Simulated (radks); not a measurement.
**Se²⁵⁺ in [He] 2s2 2p5: an all-electron calculation**

One table from this session's results is given with a row withheld; the runs are named, their logs left out.

Method: scalar-relativistic Kohn-Sham, AM05, spin-polarised, spherical densities, point nucleus; open shells are filled with parallel spins first. Code: radks (a radial shooting solver on a logarithmic mesh, Libxc functionals) version 1.

## The system

* element: selenium (Z = 34)
* charge: +25
* electrons: 9
* configuration: [He] 2s2 2p5

Outer shells as boxes (Hund's rule):

Se²⁵⁺
```
[He] core
2s [↑↓]
2p [↑↓][↑↓][↑ ]
```

The first run:

The run's settings:

```text
Z 34
configuration [He] 2s2 2p5 3s0 3p0 3d0
relativity scalar-relativistic
functional am05,am05
spin polarised
nucleus point
c 137.035999084
```

Run with:

```bash
> python run_ks.py task.json out
```

This one command runs every case of the session in turn.

One table of the session follows, with a row left open; its other results are not shown here.

It belongs to the step «Shells». From the orbitals of this run (lengths in bohr):

```
  level      <r>  outermost maximum (interpolated)  90 % within  nodes
  1s up  0.04407                            0.0288       0.0788      0
1s down  0.04406                            0.0288       0.0787      0
  2s up   0.1901                             0.162        0.292      1
2s down   0.1904                             0.162        0.293      1
  2p up   0.1648                             0.129        0.267      0
2p down   0.1651                             0.129        0.268      0
  3s up   0.4597                             0.436        0.665      2
3s down   0.4605                             0.437        0.667      2
  3p up   0.4433                             0.418        0.655      1
3p down        ?                                 ?            ?      ?
  3d up   0.3901                             0.331        0.592      0
3d down   0.3914                             0.333        0.594      0
```

Estimate the missing values for 3p down.

The run gave: <r>: 0.4443; outermost maximum (interpolated): 0.419; 90 % within: 0.656; nodes: 1. In the column «<r>» it lies between 3p up (0.4433) and 3s up (0.4597).

Caveats from the session: Open shells are spherical and high-spin; term and fine-structure splittings are not resolved.
